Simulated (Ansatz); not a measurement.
SiO:

```
Si O
1.0
     0.00000    2.43364    2.43364
     2.43364    0.00000    2.43364
     2.43364    2.43364    0.00000
Si O
1 1
Direct
  0.75000 0.75000 0.75000
  0.00000 0.00000 0.00000
```

The cell was built by a generator and needn't be a form met in nature.

```yaml
Program: Ansatz 0.2.0
Task: single point
Functional: PBE
Potentials_or_basis: Ansatz PAW
Cutoff: "420 eV (not typed: the program's choice for these potentials)"
k_mesh: 9 × 9 × 9
Occupations: fermi-dirac, width 0.05 eV
Spin: no spin polarisation
```

On this cell: pressure -0.1 GPa; largest force zero by symmetry; band gap on the k mesh none (metal or under the smearing width).

The same run follows on a disturbed copy (atoms moved at random, drawn with an rms of 0.05 Å):

```
Si O
1.0
     0.00000    2.43364    2.43364
     2.43364    0.00000    2.43364
     2.43364    2.43364    0.00000
Si O
1 1
Cartesian
  3.6479 3.6761 3.6457
  0.0301 -0.0401 -0.0718
```

Question: What changes?

Answer: The energy (extrapolated to zero smearing) moves by -4.1 meV/atom; pressure 0.0 GPa; largest force 0.165 eV/Å; band gap on the k mesh none (metal or under the smearing width).

Forces on the atoms (eV/Å):
```
Si  -0.020  0.114  0.117
O    0.020 -0.114 -0.117
```

Stress tensor (GPa, compression positive):
```
-0.23 -0.36 -0.36
-0.36  0.15  0.19
-0.36  0.19  0.17
```

The energy falls, though the first cell shows no forces: that form is unstable against this distortion, unless noise or another electronic state is at work.
